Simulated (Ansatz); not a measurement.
# BH5OSSi: the cost of one run

All numbers below are computed with Ansatz 0.2.0 (RKS r2SCANh-D4/6-31G).

**1. The structure to begin with**

Bond lengths: B1–O2 1.316 Å, O2–Si3 1.611 Å, Si3–S4 2.145 Å, B1–H5 1.179 Å, B1–H6 1.176 Å, Si3–H7 1.456 Å, Si3–H8 1.455 Å, S4–H9 1.324 Å. Angles: B1–O2–Si3 156.4°, O2–B1–H5 120.2°, O2–B1–H6 118.1°, H5–B1–H6 121.6°, O2–Si3–S4 106.1°, O2–Si3–H7 103.8°, O2–Si3–H8 114.6°, S4–Si3–H7 111.1°, S4–Si3–H8 105.6°, H7–Si3–H8 115.4°, Si3–S4–H9 96.7°.

Coordinates:

```xyz
9

B    -0.5673    1.6218    0.5790
O     0.0510    0.5417    0.1518
Si    0.5536   -0.9883    0.2010
S    -0.1751   -1.9100   -1.5931
H    -1.1445    1.6076    1.6066
H    -0.5226    2.5881   -0.0903
H     2.0050   -0.8776    0.1811
H     0.0022   -1.7728    1.2948
H    -0.2022   -0.8106   -2.3308
```

**2. Relaxing end A**

input.yaml reads:

```yaml
crystal:
  periodic: [false, false, false]
  atoms:
    - { symbol: B, position_ang: [-0.56729, 1.62183, 0.57898] }
    - { symbol: O, position_ang: [0.05097, 0.54172, 0.15184] }
    - { symbol: Si, position_ang: [0.55357, -0.98828, 0.20099] }
    - { symbol: S, position_ang: [-0.17512, -1.91001, -1.59312] }
    - { symbol: H, position_ang: [-1.14449, 1.60756, 1.60658] }
    - { symbol: H, position_ang: [-0.52256, 2.58814, -0.09033] }
    - { symbol: H, position_ang: [2.00496, -0.87761, 0.18107] }
    - { symbol: H, position_ang: [0.0022, -1.77276, 1.29483] }
    - { symbol: H, position_ang: [-0.20224, -0.81058, -2.33085] }
basis:
  gaussian: { orbitals: "6-31G" }
hamiltonian:
  xc: r2scanh
  dispersion: d4
relax:
  f_tol: 0.015
  max_steps: 40
```

The run is started by

```console
$ ansatz run input.yaml --threads 1 --pin off --max-ram 2048MiB --backend cpu --events-out ev --progress --plain --runs-dir out
```

**Question.** How long does this run take on 1 thread of Arm Neoverse V1, shared host, and how much memory does it need?

About 58 s, with a peak of 0.17 GiB.
